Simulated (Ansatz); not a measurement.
V2CuO6:

```
CELL_PARAMETERS angstrom
3.65439 0.00000 0.00000
1.36931 4.77531 0.00000
0.54808 1.46568 6.61290
ATOMIC_POSITIONS crystal
Cu 0.00000 0.00000 0.00000
V 0.80110 0.43909 0.32404
V 0.19890 0.56091 0.67596
O 0.71477 0.55489 0.59415
O 0.28523 0.44511 0.40585
O 0.73047 0.70943 0.11596
O 0.26953 0.29057 0.88404
O 0.93312 0.12005 0.25077
O 0.06688 0.87995 0.74923
```

The cell is a database's computed one.

```yaml
Program: Ansatz 0.2.0
Task: single point
Functional: PBEsol
Potentials_or_basis: Ansatz PAW
Cutoff: "420 eV (not typed: the program's choice for these potentials)"
k_mesh: 8 × 6 × 4
Occupations: fermi-dirac, width 0.05 eV
Spin: collinear spin, ferromagnetic start
Starting_moments: "[0.6, 2.0, 2.0, 0.0, 0.0, 0.0, 0.0, 0.0, 0.0] μB"
```

On this cell: pressure -9.2 GPa; largest force 1.056 eV/Å; net moment 1.00 μB per cell; site moments Cu +0.55; V +0.03; O +0.01, +0.07 μB; band gap on the k mesh 0.48 eV, indirect (least direct gap 0.71 eV).

The same run follows on a disturbed copy (atoms moved at random, drawn with an rms of 0.05 Å):

```xyz
9
Lattice="3.6544 0.0000 0.0000 1.3693 4.7753 0.0000 0.5481 1.4657 6.6129" Properties=species:S:1:pos:R:3 pbc="T T T"
Cu    0.0431    0.0127    0.0480
V     3.7059    2.6280    2.1774
V     1.8703    3.6033    4.4463
O     3.6982    3.5314    3.9668
O     1.8861    2.7166    2.7155
O     3.7108    3.5385    0.7863
O     1.8980    2.6665    5.7804
O     3.7087    0.9126    1.6585
O     1.8210    5.2927    4.9411
```

Problem. What does the disturbed cell give?

Solution. The energy moves by +34.3 meV/atom; pressure -8.1 GPa; largest force 3.050 eV/Å; net moment 1.00 μB per cell; site moments Cu +0.53; V +0.03; O +0.01, +0.06, +0.08 μB; band gap on the k mesh 0.44 eV, indirect (least direct gap 0.67 eV).

Forces in eV/Å, atoms in the order of the input:
```
Cu  -0.188 -0.467 -0.918
V    0.018 -2.446 -1.062
V   -0.011  2.970  0.694
O    0.081 -0.399 -0.663
O   -0.185  0.048 -0.414
O    0.221 -0.020  0.664
O   -0.312 -0.601  0.717
O    0.100  2.610  0.834
O    0.277 -1.695  0.149
```

Stress tensor (GPa, compression positive):
```
 -4.91  -0.10   0.48
 -0.10 -13.64  -4.46
  0.48  -4.46  -5.72
```

Caveats: a cell with one magnetic atom can't hold antiferromagnetic order, which such compounds often take; the PAW data sets come from PBE, with cores solved anew for the run's functional, which leaves a small shift of forces and pressure; forces of over 1 eV/Å show positions far from the minimum, so gaps and moduli don't describe the material at rest (some runs).

A k mesh can miss the band edges.
